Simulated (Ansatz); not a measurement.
**AlClF₂H₂ (built from SMILES Cl.[F][AlH][F]): a barrier at many levels of theory**

How high is the barrier of this step (Al1–Cl6 tightened, H2–H5 formed, Al1–H2 broken, H5–Cl6 broken), and how far do cheaper methods land from CCSD(T)?

Method: single points in def2-TZVPP on PBE0-D4/def2-TZVP structures; program: Ansatz 0.2.0, Gaussian basis.

Levels: SPW92, PBE-D4, BLYP-D4, r2SCAN-D4, B97M-V, PBE0-D4, B3LYP-D4, r2SCAN0-D4, BHLYP-D4, CAM-B3LYP-D4, wB97X-V, wB97M-V, B2PLYP, PBE-QIDH, RPA on PBE, Hartree-Fock, MP2, CCSD, CCSD(T). The reference is CCSD(T) at the basis limit, from triple and quadruple zeta. Zero-point energies come from PBE0-D4 vibrations.

Cores are frozen in the correlated methods. B3LYP uses VWN-RPA correlation. B2PLYP carries no dispersion term here.

80 further runs of the same task are left out: 80 set aside as unsound or not needed.

## 1. The three structures

Charge 0, multiplicity 1. The folders r, ts and p hold the start, the saddle and the end; their coordinates stand in the first inputs.

| pair | r (Å) | ts (Å) | p (Å) |
| --- | --- | --- | --- |
| Al1–Cl6 | 2.565 | 2.382 | 2.072 |
| H2–H5 | 3.716 | 1.323 | 0.758 |
| Al1–H2 | 1.564 | 1.640 | 2.180 |
| H5–Cl6 | 1.289 | 1.419 | 2.892 |

## 2. SPW92/def2-TZVPP

The input, r/in.yaml:

```yaml
crystal:
  periodic: [false, false, false]
  atoms:
    - {symbol: Al, position_ang: [-0.435231, -0.658942, 0.037851]}
    - {symbol: H, position_ang: [-1.736931, -0.492784, 0.888550]}
    - {symbol: F, position_ang: [-0.380550, -0.066805, -1.513955]}
    - {symbol: F, position_ang: [0.661153, -1.829545, 0.416009]}
    - {symbol: H, position_ang: [0.926665, 1.667396, -0.542353]}
    - {symbol: Cl, position_ang: [0.964894, 1.380779, 0.713798]}
basis:
  gaussian: {orbitals: def2-TZVPP}
hamiltonian: {xc: lda}
```

The input, ts/in.yaml:

```yaml
crystal:
  periodic: [false, false, false]
  atoms:
    - {symbol: Al, position_ang: [-0.153640, -0.551238, -0.169804]}
    - {symbol: H, position_ang: [-1.087317, 0.490977, 0.685786]}
    - {symbol: F, position_ang: [-0.551603, -0.734848, -1.748434]}
    - {symbol: F, position_ang: [0.506854, -1.782427, 0.686058]}
    - {symbol: H, position_ang: [-0.012467, 1.248784, 0.542134]}
    - {symbol: Cl, position_ang: [1.298173, 1.328852, 0.004159]}
basis:
  gaussian: {orbitals: def2-TZVPP}
hamiltonian: {xc: lda}
```

The input, p/in.yaml:

```yaml
crystal:
  periodic: [false, false, false]
  atoms:
    - {symbol: Al, position_ang: [0.395889, -0.397177, -0.343417]}
    - {symbol: H, position_ang: [-1.285525, 0.450378, 0.754984]}
    - {symbol: F, position_ang: [-0.615618, -0.554258, -1.619347]}
    - {symbol: F, position_ang: [0.430804, -1.586006, 0.779704]}
    - {symbol: H, position_ang: [-0.791485, 1.024020, 0.784626]}
    - {symbol: Cl, position_ang: [1.865935, 1.063142, -0.356650]}
basis:
  gaussian: {orbitals: def2-TZVPP}
hamiltonian: {xc: lda}
```

One command serves all of them, each in its own folder.

Started as:

```console
$ ansatz run in.yaml --threads 2 --pin off --events-out ev --progress --plain --max-ram 4352MiB
```

The runs that follow: PBE-D4/def2-TZVPP; BLYP-D4/def2-TZVPP; r2SCAN-D4/def2-TZVPP; B97M-V/def2-TZVPP; PBE0-D4/def2-TZVPP; B3LYP-D4/def2-TZVPP; r2SCAN0-D4/def2-TZVPP; BHLYP-D4/def2-TZVPP; CAM-B3LYP-D4/def2-TZVPP; wB97X-V/def2-TZVPP; wB97M-V/def2-TZVPP; B2PLYP/def2-TZVPP; PBE-QIDH/def2-TZVPP; RPA on PBE/def2-TZVPP; CCSD(T)/def2-TZVPP; MP2/def2-QZVPP; Vibrations of the start structure; Vibrations of the end structure.

Q: Predict the outcome of this session. Wanted: barrier, CCSD(T)/CBS; reverse barrier, CCSD(T)/CBS; step energy, CCSD(T)/CBS; barrier with zero-point energy; step energy with zero-point energy; imaginary mode at the saddle; largest T1 diagnostic.

As calculated:

| quantity | value |
| --- | --- |
| barrier, CCSD(T)/CBS | 44.3 kJ/mol |
| reverse barrier, CCSD(T)/CBS | 154.5 kJ/mol |
| step energy, CCSD(T)/CBS | -110.2 kJ/mol |
| barrier with zero-point energy | 41.4 kJ/mol |
| step energy with zero-point energy | -111.3 kJ/mol |
| imaginary mode at the saddle | 634i cm⁻¹ |
| largest T1 diagnostic | 0.012 |

What this shows: Among the functionals CAM-B3LYP-D4 lands nearest to CCSD(T)/CBS (+0.1 kJ/mol) and SPW92 farthest (-32.5 kJ/mol). By rung, the mean size of the error is: LDA 32.5, GGA 16.6, meta-GGA 12.9, hybrid 8.8, range-separated hybrid 0.9, double hybrid 3.3 kJ/mol. PBE-D4 gives a barrier 21.6 kJ/mol too low, outside chemical accuracy (1 kcal/mol, 4.2 kJ/mol). Every functional without exact exchange puts the barrier too low, the usual mark of self-interaction error, which favours the spread-out density of a saddle. The barrier rises with the share of exact exchange, from BLYP-D4 through B3LYP-D4 to BHLYP-D4 (-11.6, -5.2, +6.2 kJ/mol). Hartree-Fock, with no correlation, is off by +30.3 kJ/mol. Zero-point motion lowers the barrier by 2.8 kJ/mol. The end structure keeps an imaginary mode: no true minimum.
